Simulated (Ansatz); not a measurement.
Geometry optimisation, Ansatz 0.2.0, DFT PBE, scalar-relativistic, plane waves, PAW.

Input:

```yaml
crystal:
  lattice:
    - [0.0, 4.015, 4.015]
    - [4.015, 0.0, 4.015]
    - [4.015, 4.015, 0.0]
  atoms:
    - { symbol: Mg, position: [0.0, 0.0, 0.0] }
    - { symbol: O, position: [0.25, 0.25, 0.25] }
    - { symbol: Mg, position: [0.0, 0.0, 0.5] }
    - { symbol: O, position: [0.25, 0.25, 0.75] }
    - { symbol: Mg, position: [0.0, 0.5, 0.0] }
    - { symbol: O, position: [0.25, 0.75, 0.25] }
    - { symbol: Mg, position: [0.0, 0.5, 0.5] }
    - { symbol: O, position: [0.25, 0.75, 0.75] }
    - { symbol: Mg, position: [0.5, 0.0, 0.0] }
    - { symbol: O, position: [0.75, 0.25, 0.25] }
    - { symbol: Mg, position: [0.5, 0.0, 0.5] }
    - { symbol: O, position: [0.75, 0.25, 0.75] }
    - { symbol: Mg, position: [0.5, 0.5, 0.0] }
    - { symbol: O, position: [0.75, 0.75, 0.25] }
    - { symbol: Mg, position: [0.5, 0.5, 0.5] }
    - { symbol: O, position: [0.75, 0.75, 0.75] }
    - { symbol: Mg, position: [1.12322976, 0.6324804, 1.13905052] }
basis:
  ecutwfc: 420.0
kpoints:
  mp_grid: { grid: [3, 3, 3] }
hamiltonian:
  xc: pbe
  pseudopotentials: { kind: paw, azcp: { folder: soft_1 } }
scf:
  occupations: { method: gaussian, width: 0.02 }
  lower_state_search: "off"
relax:
  f_tol: 0.03
  max_steps: 60
  adjacent_minimum: "off"
```

Launched with:

```bash
$ ansatz run input.yaml --threads 2 --pin off --max-ram 5120MiB --backend cpu --events-out ev --progress --plain --runs-dir out
```

Where does it end, and by what steps?

The forces met the threshold. Limits of this set-up: coarse k mesh, a small cell, in which the defect meets its images. After 6 steps the energy has fallen by 6.933 eV; Mg7 moved furthest, 0.30 Å. The start is strongly strained (largest force component 8 eV/Å).

| step | energy less start (eV) | largest force component (eV/Å) | accepted |
| --- | --- | --- | --- |
| 0 | 0.0000 | 8.249 | yes |
| 1 | -3.9673 | 4.915 | yes |
| 2 | -6.6014 | 0.986 | yes |
| 3 | -6.9102 | 0.192 | yes |
| 4 | -6.9230 | 0.173 | yes |
| 5 | -6.9324 | 0.039 | yes |
| 6 | -6.9328 | 0.013 | yes |

```xyz
17
Lattice="0.0000 4.0150 4.0150 4.0150 0.0000 4.0150 4.0150 4.0150 0.0000" Properties=species:S:1:pos:R:3
Mg 0.178 -0.169 0.173
O 1.978 2.043 1.977
Mg 2.016 2.007 -0.002
O 3.943 4.095 2.086
Mg 1.840 -0.170 1.835
O 4.051 2.042 4.049
Mg 4.193 2.183 1.836
O 5.995 3.986 4.049
Mg 0.001 2.006 2.013
O 2.091 4.096 3.939
Mg 2.016 4.021 2.013
O 3.944 5.949 3.939
Mg 1.841 2.183 4.189
O 4.052 3.985 5.992
Mg 4.017 4.021 4.013
O 6.105 5.948 6.101
Mg 7.030 9.037 7.026
```

Whether the end is a true minimum wasn't checked by a vibrational analysis.

The run took 34 s on 2 threads of Intel(R) Xeon(R) Platinum 8259CL CPU @ 2.50GHz (Skylake/Cascade Lake), on a shared host, peak memory 0.53 GiB.
